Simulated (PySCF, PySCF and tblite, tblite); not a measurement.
# C₇H₇FO: conformers and averaged spectra

Aim: find the conformers of C₇H₇FO (`OCc1ccc(F)cc1`), weigh them, and average their properties.

Computed with tblite 0.8.0 (tight binding) and PySCF 2.14.0 (DFT, with response routines of our own); each step states its level. Atoms count from 0 throughout.

## (1) The molecule as given

16 atoms, charge 0, multiplicity 1; geometry from: MMFF94s geometry.

Bonds of the start (Å): C1–C2 1.50, C1–H10 1.09, C1–H11 1.10, C2–C3 1.39, C2–C8 1.39, C3–C4 1.38, C3–H12 1.08, C4–C5 1.38, C4–H13 1.08, C5–C7 1.38, C5–F6 1.35, C7–C8 1.38, C7–H14 1.08, C8–H15 1.08, O0–C1 1.42, O0–H9 1.00.

## (2) GFN2-xTB relaxation, conformer 1

The job: settings as JSON, then the geometry in Å.

```
{"job": {"xc": "GFN2-xTB", "basis": "xTB", "kind": "relax"}, "charge": 0, "multiplicity": 1}
O     -2.794400    -0.111000     0.614100
C     -2.017700    -0.107200    -0.575500
C     -0.541800    -0.039400    -0.293300
C      0.192300    -1.197900    -0.066400
C      1.538300    -1.132600     0.245300
C      2.140900     0.109300     0.331200
F      3.453500     0.181800     0.632700
C      1.435800     1.279600     0.117400
C      0.090700     1.195400    -0.192800
H     -2.220700     0.231000     1.358100
H     -2.268000    -1.026300    -1.115100
H     -2.318600     0.751400    -1.193500
H     -0.294900    -2.158800    -0.135800
H      2.119500    -2.024300     0.419000
H      1.938000     2.231000     0.192200
H     -0.474100     2.100200    -0.363800
```

Launch:

```bash
> OMP_NUM_THREADS=1 python ens_run.py task.json out
```

One launch serves the whole session.

The log of the run:

```text
step      E/eV     max force
  0    -743.76994    1.435
  1    -743.79670    0.333
  2    -743.79791    0.108
  3    -743.79850    0.114
  4    -743.79991    0.175
  5    -743.80108    0.194
  6    -743.80316    0.200
  7    -743.80643    0.305
  8    -743.81058    0.480
  9    -743.81744    0.304
 10    -743.82523    0.358
 11    -743.82422    0.656
 12    -743.83099    0.170
 13    -743.83265    0.139
 14    -743.83484    0.150
 15    -743.83538    0.111
 16    -743.83613    0.076
 17    -743.83668    0.099
 18    -743.83723    0.062
 19    -743.83773    0.124
 20    -743.83815    0.087
 21    -743.83866    0.058
 22    -743.83913    0.076
 23    -743.83980    0.086
 24    -743.84021    0.066
 25    -743.84043    0.049
 26    -743.84058    0.031
 27    -743.84074    0.036
 28    -743.84085    0.030
 29    -743.84094    0.023
 30    -743.84103    0.028
 31    -743.84114    0.031
 32    -743.84126    0.028
 33    -743.84136    0.026
 34    -743.84144    0.025
 35    -743.84155    0.037
 36    -743.84167    0.036
 37    -743.84178    0.026
 38    -743.84188    0.025
 39    -743.84197    0.023
 40    -743.84208    0.035
 41    -743.84219    0.034
 42    -743.84227    0.028
 43    -743.84232    0.019
 44    -743.84238    0.017
 45    -743.84242    0.014
 46    -743.84245    0.018
 47    -743.84246    0.017
 48    -743.84248    0.011
 49    -743.84249    0.008
 50    -743.84250    0.005
 51    -743.84250    0.006
 52    -743.84251    0.007
 53    -743.84251    0.010
 54    -743.84252    0.007
 55    -743.84252    0.006
 56    -743.84252    0.006
 57    -743.84253    0.010
 58    -743.84254    0.013
 59    -743.84255    0.013
 60    -743.84257    0.012
 61    -743.84259    0.012
 62    -743.84261    0.013
 63    -743.84265    0.021
 64    -743.84271    0.031
 65    -743.84283    0.036
 66    -743.84300    0.039
 67    -743.84324    0.054
 68    -743.84357    0.065
 69    -743.84399    0.101
 70    -743.84404    0.102
 71    -743.84464    0.114
 72    -743.84509    0.058
 73    -743.84555    0.048
 74    -743.84499    0.211
 75    -743.84675    0.072
 76    -743.84727    0.059
 77    -743.84141    0.408
 78    -743.84793    0.062
 79    -743.84841    0.069
 80    -743.84477    0.425
 81    -743.84951    0.068
 82    -743.85016    0.072
 83    -743.84688    0.415
 84    -743.85126    0.078
 85    -743.85181    0.067
 86    -743.85085    0.335
 87    -743.85292    0.081
 88    -743.85336    0.078
 89    -743.85419    0.183
 90    -743.85511    0.097
 91    -743.85581    0.044
 92    -743.85710    0.096
 93    -743.85750    0.054
 94    -743.85777    0.051
 95    -743.85815    0.049
 96    -743.85848    0.047
 97    -743.85876    0.059
 98    -743.85903    0.065
 99    -743.85933    0.056
100    -743.85966    0.054
101    -743.86027    0.061
102    -743.86079    0.064
103    -743.86154    0.060
104    -743.86229    0.062
105    -743.86256    0.148
106    -743.86273    0.112
107    -743.86336    0.031
108    -743.86354    0.032
109    -743.86385    0.051
110    -743.86396    0.042
111    -743.86419    0.019
112    -743.86423    0.017
113    -743.86426    0.015
114    -743.86428    0.011
115    -743.86430    0.006
116    -743.86431    0.006
117    -743.86431    0.005
118    -743.86431    0.003
```

It took 0.5 s on 1 thread of Intel Xeon 6975P-C, shared host.

The energy fell by 0.094 eV, and the atoms moved 0.55 Å (root mean square).

**GFN2-xTB relaxation, conformer 2**

The job: settings as JSON, then the geometry in Å.

```
{"job": {"xc": "GFN2-xTB", "basis": "xTB", "kind": "relax"}, "charge": 0, "multiplicity": 1}
O      2.558100     0.747400    -0.927700
C      1.999300    -0.094600     0.064100
C      0.506800    -0.073600     0.045900
C     -0.203200     1.103700    -0.316600
C     -1.599200     1.117200    -0.288400
C     -2.302500    -0.022000     0.074800
F     -3.636100     0.002900     0.087500
C     -1.621700    -1.178300     0.445800
C     -0.226800    -1.209900     0.430300
H      3.511000     0.658200    -0.868800
H      2.368400    -1.115500    -0.114700
H      2.353000     0.234000     1.055900
H      0.338300     1.992900    -0.590500
H     -2.135400     2.016000    -0.577300
H     -2.199100    -2.051600     0.735400
H      0.281200    -2.117900     0.732900
```

The log of the run:

```text
step      E/eV     max force
  0    -743.70638    1.441
  1    -743.75146    0.500
  2    -743.76092    0.295
  3    -743.77031    0.193
  4    -743.77316    0.174
  5    -743.77551    0.128
  6    -743.77773    0.172
  7    -743.78034    0.172
  8    -743.78182    0.090
  9    -743.78251    0.058
 10    -743.78290    0.061
 11    -743.78326    0.066
 12    -743.78358    0.050
 13    -743.78382    0.036
 14    -743.78382    0.036
 15    -743.78393    0.029
 16    -743.78414    0.025
 17    -743.78421    0.030
 18    -743.78440    0.040
 19    -743.78457    0.034
 20    -743.78475    0.038
 21    -743.78493    0.041
 22    -743.78510    0.030
 23    -743.78520    0.025
 24    -743.78527    0.019
 25    -743.78531    0.017
 26    -743.78536    0.017
 27    -743.78542    0.020
 28    -743.78547    0.022
 29    -743.78551    0.013
 30    -743.78553    0.010
 31    -743.78554    0.012
 32    -743.78556    0.013
 33    -743.78558    0.012
 34    -743.78560    0.013
 35    -743.78562    0.012
 36    -743.78564    0.014
 37    -743.78567    0.017
 38    -743.78571    0.016
 39    -743.78575    0.018
 40    -743.78580    0.017
 41    -743.78586    0.026
 42    -743.78592    0.029
 43    -743.78599    0.023
 44    -743.78605    0.019
 45    -743.78610    0.017
 46    -743.78614    0.019
 47    -743.78619    0.021
 48    -743.78624    0.019
 49    -743.78630    0.023
 50    -743.78640    0.028
 51    -743.78655    0.031
 52    -743.78671    0.029
 53    -743.78686    0.028
 54    -743.78704    0.041
 55    -743.78722    0.043
 56    -743.78736    0.043
 57    -743.78747    0.029
 58    -743.78759    0.043
 59    -743.78774    0.033
 60    -743.78814    0.039
 61    -743.78845    0.055
 62    -743.78826    0.114
 63    -743.78916    0.059
 64    -743.78952    0.047
 65    -743.78930    0.166
 66    -743.79017    0.049
 67    -743.79028    0.026
 68    -743.79038    0.044
 69    -743.79043    0.037
 70    -743.79059    0.021
 71    -743.79063    0.021
 72    -743.79074    0.029
 73    -743.79080    0.029
 74    -743.79090    0.028
 75    -743.79102    0.034
 76    -743.79113    0.040
 77    -743.79117    0.034
 78    -743.79127    0.026
 79    -743.79130    0.024
 80    -743.79135    0.019
 81    -743.79139    0.017
 82    -743.79142    0.017
 83    -743.79145    0.017
 84    -743.79147    0.008
 85    -743.79148    0.006
 86    -743.79149    0.005
 87    -743.79150    0.006
 88    -743.79150    0.005
 89    -743.79150    0.003
```

Run time: 0.36 s. Hardware: 1 thread of Intel Xeon 6975P-C, shared host.

The energy fell by 0.085 eV, and the atoms moved 0.28 Å (root mean square).

## (3) Shieldings, conformer 1: PBE0/pcSseg-1 in chloroform

The job: settings as JSON, then the geometry in Å.

```
{"job": {"xc": "PBE0", "basis": "pcSseg-1", "solvent": "chloroform", "kind": "nmr", "pop": true}, "charge": 0, "multiplicity": 1}
O     -2.717908    -0.910461     0.246273
C     -2.013129     0.055767    -0.493494
C     -0.529254     0.077550    -0.213447
C      0.117318    -1.075983     0.212219
C      1.476573    -1.072395     0.467008
C      2.181031     0.102935     0.285575
F      3.508405     0.118174     0.532688
C      1.564685     1.265545    -0.140852
C      0.204217     1.244922    -0.386729
H     -2.585670    -0.739615     1.185633
H     -2.180948    -0.207742    -1.543707
H     -2.434645     1.058265    -0.326024
H     -0.454701    -1.982850     0.340086
H      1.989307    -1.961700     0.797551
H      2.145966     2.164569    -0.270988
H     -0.292350     2.145079    -0.717949
```

The log of the run:

```text
coarse grid: 14120 points
cycle   1  E = -445.3130898258  dE =  1.581e+00  |g| = 7.170e-01  |ddm| = 3.889e+00
cycle   2  E = -445.2513556059  dE =  6.173e-02  |g| = 9.491e-01  |ddm| = 1.544e+00
cycle   3  E = -445.4062665045  dE = -1.549e-01  |g| = 7.909e-02  |ddm| = 9.589e-01
cycle   4  E = -445.4074834938  dE = -1.217e-03  |g| = 2.965e-02  |ddm| = 9.229e-02
cycle   5  E = -445.4076844999  dE = -2.010e-04  |g| = 9.624e-03  |ddm| = 3.392e-02
cycle   6  E = -445.4077026540  dE = -1.815e-05  |g| = 3.524e-03  |ddm| = 1.097e-02
cycle   7  E = -445.4077053071  dE = -2.653e-06  |g| = 6.055e-04  |ddm| = 3.586e-03
final grid: 138872 points
cycle   8  E = -445.4773024137  dE = -4.070e-05  |g| = 9.818e-03  |ddm| = 4.674e-02
cycle   9  E = -445.4772884085  dE =  1.401e-05  |g| = 1.344e-02  |ddm| = 2.228e-02
cycle  10  E = -445.4773227640  dE = -3.436e-05  |g| = 1.302e-03  |ddm| = 1.313e-02
cycle  11  E = -445.4773231002  dE = -3.362e-07  |g| = 1.899e-04  |ddm| = 1.281e-03
cycle  12  E = -445.4773231048  dE = -4.562e-09  |g| = 1.300e-04  |ddm| = 2.546e-04
cycle  13  E = -445.4773231090  dE = -4.198e-09  |g| = 2.195e-05  |ddm| = 1.341e-04
cycle  14  E = -445.4773231091  dE = -1.097e-10  |g| = 5.384e-06  |ddm| = 2.330e-05
converged SCF energy = -445.4773231091

GIAO shielding tensors (ppm)
atom      isotropic    diamagn.    paramagn.     s11        s22        s33       span
  0 O      301.883     389.910     -88.027    259.281    301.480    344.887     85.607
  1 C      117.609     239.598    -121.990     89.606    111.198    152.021     62.415
  2 C       41.517     263.601    -222.084    -51.193      6.962    168.783    219.975
  3 C       54.328     252.076    -197.748    -51.048     31.776    182.256    233.304
  4 C       65.296     256.177    -190.880    -21.174     47.649    169.414    190.589
  5 C       15.220     255.616    -240.396    -69.603     33.046     82.219    151.822
  6 F      295.666     478.068    -182.402    219.607    310.073    357.318    137.710
  7 C       66.001     256.269    -190.269    -19.523     48.382    169.143    188.666
  8 C       54.103     252.353    -198.250    -46.398     38.558    170.149    216.547
  9 H       30.551      32.323      -1.772     23.034     27.650     40.968     17.934
 10 H       26.564      27.511      -0.947     22.268     26.928     30.497      8.229
 11 H       26.603      29.014      -2.411     20.550     27.570     31.689     11.139
 12 H       23.526      32.807      -9.281     19.299     22.456     28.823      9.525
 13 H       24.105      29.848      -5.743     20.414     24.811     27.089      6.675
 14 H       24.239      29.543      -5.304     20.589     25.068     27.061      6.472
 15 H       24.123      32.577      -8.454     20.352     24.078     27.940      7.588
```

It took 21 s on 1 thread of Intel Xeon 6975P-C, shared host; peak memory 0.98 GiB.

Key values: HOMO -7.05 eV, LUMO -0.50 eV; dipole 1.73 D.

## (4) Shieldings, conformer 2: PBE0/pcSseg-1 in chloroform

The job: settings as JSON, then the geometry in Å.

```
{"job": {"xc": "PBE0", "basis": "pcSseg-1", "solvent": "chloroform", "kind": "nmr", "pop": false}, "charge": 0, "multiplicity": 1}
O      2.530342     1.024806    -0.554740
C      1.989505    -0.160692    -0.020638
C      0.483968    -0.091403     0.017183
C     -0.193107     1.030840    -0.436209
C     -1.575562     1.082747    -0.397255
C     -2.267397    -0.003403     0.102287
F     -3.617595     0.037332     0.144963
C     -1.617149    -1.135124     0.561450
C     -0.236675    -1.171249     0.515508
H      3.489494     0.951536    -0.566934
H      2.288675    -1.029376    -0.629188
H      2.361344    -0.327297     1.003257
H      0.374252     1.862868    -0.819983
H     -2.114669     1.949016    -0.746706
H     -2.189832    -1.964628     0.945018
H      0.286807    -2.047027     0.870578
```

The log of the run:

```text
coarse grid: 14120 points
cycle   1  E = -445.3111226194  dE =  1.585e+00  |g| = 7.211e-01  |ddm| = 3.899e+00
cycle   2  E = -445.2468828502  dE =  6.424e-02  |g| = 9.564e-01  |ddm| = 1.469e+00
cycle   3  E = -445.4053351589  dE = -1.585e-01  |g| = 7.960e-02  |ddm| = 8.958e-01
cycle   4  E = -445.4065385567  dE = -1.203e-03  |g| = 3.398e-02  |ddm| = 9.119e-02
cycle   5  E = -445.4068046204  dE = -2.661e-04  |g| = 1.179e-02  |ddm| = 3.781e-02
cycle   6  E = -445.4068355754  dE = -3.096e-05  |g| = 3.129e-03  |ddm| = 1.266e-02
cycle   7  E = -445.4068377688  dE = -2.193e-06  |g| = 5.862e-04  |ddm| = 3.098e-03
final grid: 138872 points
cycle   8  E = -445.4751654178  dE = -3.805e-05  |g| = 8.911e-03  |ddm| = 4.846e-02
cycle   9  E = -445.4751560833  dE =  9.334e-06  |g| = 1.171e-02  |ddm| = 1.877e-02
cycle  10  E = -445.4751827652  dE = -2.668e-05  |g| = 1.281e-03  |ddm| = 1.064e-02
cycle  11  E = -445.4751830739  dE = -3.088e-07  |g| = 1.471e-04  |ddm| = 1.222e-03
cycle  12  E = -445.4751830765  dE = -2.570e-09  |g| = 9.822e-05  |ddm| = 2.004e-04
cycle  13  E = -445.4751830789  dE = -2.371e-09  |g| = 2.489e-05  |ddm| = 1.052e-04
cycle  14  E = -445.4751830790  dE = -1.577e-10  |g| = 4.191e-06  |ddm| = 2.570e-05
converged SCF energy = -445.4751830790

GIAO shielding tensors (ppm)
atom      isotropic    diamagn.    paramagn.     s11        s22        s33       span
  0 O      320.215     386.708     -66.493    280.943    287.282    392.419    111.476
  1 C      119.438     240.605    -121.167     98.904    102.221    157.187     58.283
  2 C       44.293     260.983    -216.690    -52.566     17.430    168.014    220.580
  3 C       56.107     249.970    -193.863    -48.151     31.053    185.420    233.571
  4 C       65.984     255.814    -189.829    -20.315     48.663    169.604    189.919
  5 C       15.965     255.501    -239.537    -67.831     33.783     81.943    149.774
  6 F      297.960     477.942    -179.982    223.691    313.996    356.193    132.503
  7 C       66.176     255.829    -189.653    -20.176     49.224    169.481    189.657
  8 C       55.336     251.414    -196.078    -44.938     37.892    173.053    217.990
  9 H       30.017      28.293       1.724     19.425     26.272     44.354     24.928
 10 H       26.303      28.622      -2.319     20.432     27.398     31.080     10.648
 11 H       26.303      28.624      -2.321     20.429     27.400     31.080     10.651
 12 H       23.654      32.139      -8.485     18.866     22.695     29.402     10.536
 13 H       24.132      29.418      -5.286     20.439     24.821     27.137      6.698
 14 H       24.198      29.256      -5.058     20.532     25.025     27.036      6.504
 15 H       24.170      32.091      -7.921     20.200     24.047     28.264      8.064
```

It took 19 s on 1 thread of Intel Xeon 6975P-C, shared host; peak memory 0.99 GiB.

In short: HOMO -6.91 eV, LUMO -0.42 eV; dipole 3.88 D.

## (5) The ensemble: properties at PBE0/pcSseg-1 in chloroform

The job: settings as JSON, then the geometry in Å.

```
{"job": {"study": "conf", "smiles": "OCc1ccc(F)cc1", "search": {"seed": 6364, "n_embed": 90, "ff_keep": 18, "window": 3.0, "nmax": 10, "temps": [220, 260, 298.15, 340, 380], "t_ref": 298.15, "order": 0.0005}, "level": {"nmr": {"xc": "PBE0", "basis": "pcSseg-1", "solvent": "chloroform"}}, "kind": "conf"}, "charge": 0, "multiplicity": 1}
O     -2.717908    -0.910461     0.246273
C     -2.013129     0.055767    -0.493494
C     -0.529254     0.077550    -0.213447
C      0.117318    -1.075983     0.212219
C      1.476573    -1.072395     0.467008
C      2.181031     0.102935     0.285575
F      3.508405     0.118174     0.532688
C      1.564685     1.265545    -0.140852
C      0.204217     1.244922    -0.386729
H     -2.585670    -0.739615     1.185633
H     -2.180948    -0.207742    -1.543707
H     -2.434645     1.058265    -0.326024
H     -0.454701    -1.982850     0.340086
H      1.989307    -1.961700     0.797551
H      2.145966     2.164569    -0.270988
H     -0.292350     2.145079    -0.717949
```

The log of the run:

```text
conformer  sym    E(xTB)   E(DFT)   G(298.15 K)  weight  dipole/D
    1     C1      0.000    0.000    0.000   0.9200    1.731
    2     Cs      1.679    1.444    1.447   0.0800    3.881

mean shielding (ppm) by class
class atoms           220 K      260 K   298.15 K      340 K      380 K
  0 O  0            302.589     302.97    303.349    303.758     304.13
  1 C  1            117.679    117.717    117.755    117.796    117.833
  2 C  2             41.624     41.682     41.739     41.801     41.857
  3 C  3,8           54.274     54.305     54.336      54.37       54.4
  4 C  4,7           65.665     65.674     65.683     65.693     65.701
  5 C  5             15.249     15.265      15.28     15.297     15.312
  6 F  6            295.754    295.802    295.849    295.901    295.947
  7 H  9              30.53     30.519     30.508     30.496     30.485
  8 H  10,11         26.573     26.567     26.561     26.555     26.549
  9 H  12,15         23.828      23.83     23.832     23.834     23.835
 10 H  13,14         24.172     24.172     24.172     24.171     24.171
```

It took 42 s on 1 thread of Intel Xeon 6975P-C, shared host. This counts the runs that the step sums up.

The search (ETKDG, MMFF94s, GFN2-xTB) embedded 90 structures, kept 2 distinct ones after the force field and 2 after xTB; 2 were carried on (window 3.0 kcal/mol at the search's own energies). Energies: PBE0/pcSseg-1 in chloroform with D3(BJ).

The conformers at 298 K:

| no. | group | mirror pair | ΔE xTB | ΔE DFT | ΔG | weight (%) | μ (D) | H9–O0–C1–C2 (°) | O0–C1–C2–C3 (°) | A, B, C (GHz) |
| --- | --- | --- | --- | --- | --- | --- | --- | --- | --- | --- |
| 1 | C1 | yes | 0.00 | 0.00 | 0.00 | 92.0 | 1.73 | 59 | 28 | 4.73, 0.94, 0.80 |
| 2 | Cs | no | 1.68 | 1.44 | 1.45 | 8.0 | 3.88 | -180 | 0 | 4.80, 0.94, 0.79 |

Energies in kcal/mol. ΔG holds xTB vibrations and rotation, symmetry numbers and mirror pairs.

Weights (%) by temperature:

| no. | 220 K | 260 K | 298 K | 340 K | 380 K |
| --- | --- | --- | --- | --- | --- |
| 1 | 96.1 | 94.1 | 92.0 | 89.8 | 87.7 |
| 2 | 3.9 | 5.9 | 8.0 | 10.2 | 12.3 |

How the weights hang on the way they are made:

| scheme | 1 | 2 | mean μ (D) |
| --- | --- | --- | --- |
| DFT free energy | 92 | 8 | 1.90 |
| DFT energy, symmetry counted | 96 | 4 | 1.82 |
| DFT energy alone | 92 | 8 | 1.90 |
| xTB energy, symmetry counted | 97 | 3 | 1.79 |
| xTB free energy | 94 | 6 | 1.85 |
| lowest conformer only | 100 | 0 | 1.73 |
| equal weights | 50 | 50 | 2.81 |

Shifts against references run at the same level (13C TMS 187.6, 17O H2O 342.2, 19F CFCl3 173.7, 1H TMS 31.70 ppm of shielding), by class of atoms, at 298 K:

| atoms | environment | no. 1 | no. 2 | average |
| --- | --- | --- | --- | --- |
| C5 | aromatic carbon bearing fluorine | 172.4 | 171.6 | 172.3 |
| C2 | substituted aromatic carbon | 146.1 | 143.3 | 145.9 |
| C3, C8 | aromatic CH | 133.4 | 131.9 | 133.3 |
| C4, C7 | aromatic CH | 121.9 | 121.5 | 121.9 |
| C1 | sp3 CH2 bonded to O, on an aromatic ring | 70.0 | 68.2 | 69.8 |
| H12, H15 | hydrogen on an aromatic CH | 7.87 | 7.79 | 7.87 |
| H13, H14 | hydrogen on an aromatic CH | 7.53 | 7.53 | 7.53 |
| H10, H11 | hydrogen on an sp3 CH2 bonded to O, on an aromatic ring | 5.11 | 5.39 | 5.14 |
| H9 | hydrogen on an alcohol oxygen | 1.15 | 1.68 | 1.19 |
| O0 | alcohol oxygen | 40.3 | 22.0 | 38.9 |
| F6 | aryl fluorine | -122.0 | -124.3 | -122.2 |

Effective distances for nuclear Overhauser effects, ⟨r⁻⁶⟩^(−1/6) over all pairs of two classes (Å): H9···H10 2.49; H12···H13 2.78; H10···H12 2.86; H9···H12 2.93.

## (6) Summary of results

| quantity | value |
| --- | --- |
| conformers | 2; the first in weight is no. 1 (C1), 92 % at 298 K |
| root-mean-square dipole | 1.99 D |
| averaged 13C shifts (PBE0/pcSseg-1 in chloroform) | 172.3, 145.9, 133.3, 121.9, 69.8 ppm |
| averaged 1H shifts (PBE0/pcSseg-1 in chloroform) | 7.87, 7.53, 5.14, 1.19 ppm |
| averaged 19F shifts (PBE0/pcSseg-1 in chloroform) | -122.2 ppm |

**Reading.** Conformer 1 leads with 92 % at 298 K, and its share goes from 96 % at 220 K to 88 % at 380 K. Among conformers over 5 %, H9 differs by 0.53 ppm, while the average moves by 0.05 ppm from 220 to 380 K. Protons on O, N, S or Se exchange and bind to solvent, so their values hold for the lone molecule only.
